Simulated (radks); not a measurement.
# Taking charge from the 2p level of Re in fractions

What happens to E and to the 2p eigenvalue of Re when a fraction of an electron is removed? The exact functional would give straight lines between whole numbers for a frontier level.

The numbers are computed with radks (a radial shooting solver on a logarithmic mesh, Libxc functionals) version 1 (Dirac Kohn-Sham, BLYP, spin-unpolarised, spherical densities, point nucleus; open shells are shared between the two j in proportion to 2j + 1), except any that are marked as measured or tabulated.

### 1 What is computed

| Item | Value |
| --- | --- |
| element | rhenium (Z = 75) |
| charge | 0 |
| electrons | 75 |
| configuration | [Xe] 4f14 5d5 6s2 |

The outer shells:

Re
```
[Xe] core
4f [↑↓][↑↓][↑↓][↑↓][↑↓][↑↓][↑↓]
5d [↑ ][↑ ][↑ ][↑ ][↑ ]
6s [↑↓]
```

### 2 Start: [Xe] 4f14 5d5 6s2

The run's settings:

```text
Z 75
configuration [Xe] 4f14 5d5 6s2
relativity Dirac
functional b88,lyp
spin unpolarised
j_filling average
nucleus point
c 137.035999084
```

### 3 0.1 electron removed from 2p

The run's settings:

```text
Z 75
configuration [He] 2s2 2p5.9 3s2 3p6 3d10 4s2 4p6 4d10 4f14 5s2 5p6 5d5 6s2
relativity Dirac
functional b88,lyp
spin unpolarised
j_filling average
nucleus point
c 137.035999084
```

### 4 0.2 electron removed from 2p

The run's settings:

```text
Z 75
configuration [He] 2s2 2p5.8 3s2 3p6 3d10 4s2 4p6 4d10 4f14 5s2 5p6 5d5 6s2
relativity Dirac
functional b88,lyp
spin unpolarised
j_filling average
nucleus point
c 137.035999084
```

### 5 0.3 electron removed from 2p

The run's settings:

```text
Z 75
configuration [He] 2s2 2p5.7 3s2 3p6 3d10 4s2 4p6 4d10 4f14 5s2 5p6 5d5 6s2
relativity Dirac
functional b88,lyp
spin unpolarised
j_filling average
nucleus point
c 137.035999084
```

### 6 0.4 electron removed from 2p

The run's settings:

```text
Z 75
configuration [He] 2s2 2p5.6 3s2 3p6 3d10 4s2 4p6 4d10 4f14 5s2 5p6 5d5 6s2
relativity Dirac
functional b88,lyp
spin unpolarised
j_filling average
nucleus point
c 137.035999084
```

### 7 0.5 electron removed from 2p

The run's settings:

```text
Z 75
configuration [He] 2s2 2p5.5 3s2 3p6 3d10 4s2 4p6 4d10 4f14 5s2 5p6 5d5 6s2
relativity Dirac
functional b88,lyp
spin unpolarised
j_filling average
nucleus point
c 137.035999084
```

### 8 0.6 electron removed from 2p

The run's settings:

```text
Z 75
configuration [He] 2s2 2p5.4 3s2 3p6 3d10 4s2 4p6 4d10 4f14 5s2 5p6 5d5 6s2
relativity Dirac
functional b88,lyp
spin unpolarised
j_filling average
nucleus point
c 137.035999084
```

### 9 0.7 electron removed from 2p

The run's settings:

```text
Z 75
configuration [He] 2s2 2p5.3 3s2 3p6 3d10 4s2 4p6 4d10 4f14 5s2 5p6 5d5 6s2
relativity Dirac
functional b88,lyp
spin unpolarised
j_filling average
nucleus point
c 137.035999084
```

### 10 0.8 electron removed from 2p

The run's settings:

```text
Z 75
configuration [He] 2s2 2p5.2 3s2 3p6 3d10 4s2 4p6 4d10 4f14 5s2 5p6 5d5 6s2
relativity Dirac
functional b88,lyp
spin unpolarised
j_filling average
nucleus point
c 137.035999084
```

### 11 0.9 electron removed from 2p

The run's settings:

```text
Z 75
configuration [He] 2s2 2p5.1 3s2 3p6 3d10 4s2 4p6 4d10 4f14 5s2 5p6 5d5 6s2
relativity Dirac
functional b88,lyp
spin unpolarised
j_filling average
nucleus point
c 137.035999084
```

### 12 1 electron removed from 2p

The run's settings:

```text
Z 75
configuration [He] 2s2 2p5 3s2 3p6 3d10 4s2 4p6 4d10 4f14 5s2 5p6 5d5 6s2
relativity Dirac
functional b88,lyp
spin unpolarised
j_filling average
nucleus point
c 137.035999084
```

Before running it: what results should come out? Wanted: for each run, removed; E − E(0); eigenvalue; E minus straight line.

**Answer**, as computed:

```
removed (e)  E − E(0) (eV)  eigenvalue (eV)  E minus straight line (eV)
          0          0.000         -10903.8                       0.000
        0.1         1091.6         -10927.3                     -10.627
        0.2         2185.5         -10950.8                     -18.906
        0.3         3281.7         -10974.4                     -24.832
        0.4         4380.3         -10998.0                     -28.399
        0.5         5481.3         -11021.6                     -29.602
        0.6         6584.7         -11045.3                     -28.437
        0.7         7690.4         -11069.1                     -24.899
        0.8         8798.5         -11092.9                     -18.983
        0.9         9909.0         -11116.8                     -10.685
          1        11021.8         -11140.6                       0.000
```

**Reading.** Removing the whole electron costs 11021.8 eV, against 10903.8 eV from minus the starting eigenvalue. Slater's transition state, half an electron removed, gives 11021.6 eV. The trapezoid integral of minus the eigenvalue gives 11021.8 eV over the range, against 11021.8 eV from the energies (Janak's theorem). The eigenvalue moves by 237 eV per electron. E bends below the straight line by 29.60 eV at 0.5 electron removed.
